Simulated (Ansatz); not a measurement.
# C2H7BrSi2, SMILES [SiH3]/C=C/[SiH2]Br: a rigid torsion scan

Program: the Ansatz DFT code, driven from Python.

`torsion_c2h7brsi2.py`:
```python
import ansatz as az
from ase import Atoms

atoms = Atoms(['Si', 'C', 'C', 'Si', 'Br', 'H', 'H', 'H', 'H', 'H', 'H', 'H'], positions=[
    [-2.3041, 0.1298, -0.1815],
    [-0.5375, -0.3799, -0.1702],
    [0.4937, 0.3479, 0.2935],
    [2.2635, -0.1501, 0.2987],
    [3.0808, 0.2222, -1.7238],
    [-2.4259, 1.5493, 0.2361],
    [-3.0679, -0.7232, 0.7615],
    [-2.8603, -0.036, -1.5461],
    [-0.3851, -1.3672, -0.5965],
    [0.338, 1.3369, 0.7145],
    [2.3938, -1.5925, 0.6243],
    [3.011, 0.6626, 1.2893],
])

first = az.Crystal.molecule_from_ase(atoms).calculation()
first = first.basis(gaussian='def2-SVP')
first = first.functional('r2scan0').relax(force_tolerance=0.02, max_steps=80)
atoms.positions = first.run(threads=1, pin='off').report['positions_ang']

start = atoms.get_dihedral(0, 1, 2, 3)
energies = {}
for turn in range(0, 360, 40):
    turned = atoms.copy()
    turned.set_dihedral(0, 1, 2, 3, start + turn, indices=[2, 3, 4, 9, 10, 11])
    calc = (
        az.Crystal.molecule_from_ase(turned).calculation()
        .basis(gaussian='def2-SVP')
        .functional('r2scan0')
    )
    energies[round((start + turn) % 360)] = calc.run(threads=1, pin='off').report['free_energy_ev']
floor = min(energies.values())
print('dihedral Si0-C1-C2-Si3 (deg)   E - E(min) (kJ/mol)')
for angle, e in sorted(energies.items()):
    print(f'{angle:8d} {96.485332 * (e - floor):14.3f}  ' + '#' * int(30 * (e - floor) / max(max(energies.values()) - floor, 1e-9)))
```

`python torsion_c2h7brsi2.py` gives:
```text
dihedral Si0-C1-C2-Si3 (deg)   E - E(min) (kJ/mol)
      20         44.398  ####
      60        168.278  #################
     100        292.498  #############################
     140         75.647  #######
     180          0.000
     220         77.062  #######
     260        295.251  ##############################
     300        165.567  ################
     340         41.896  ####
```

Reading the output:
- The settings weren't tested for convergence.
- The scan is rigid and the energies are electronic, in a modest basis. With rigid groups the curve can differ much from the relaxed path, the start wasn't checked as a minimum of this torsion, and equivalent turns needn't return to the same energy.
- The whole script took 4.2 min on 1 thread of Arm Neoverse V2, with other jobs on the host, peak memory 0.45 GiB.
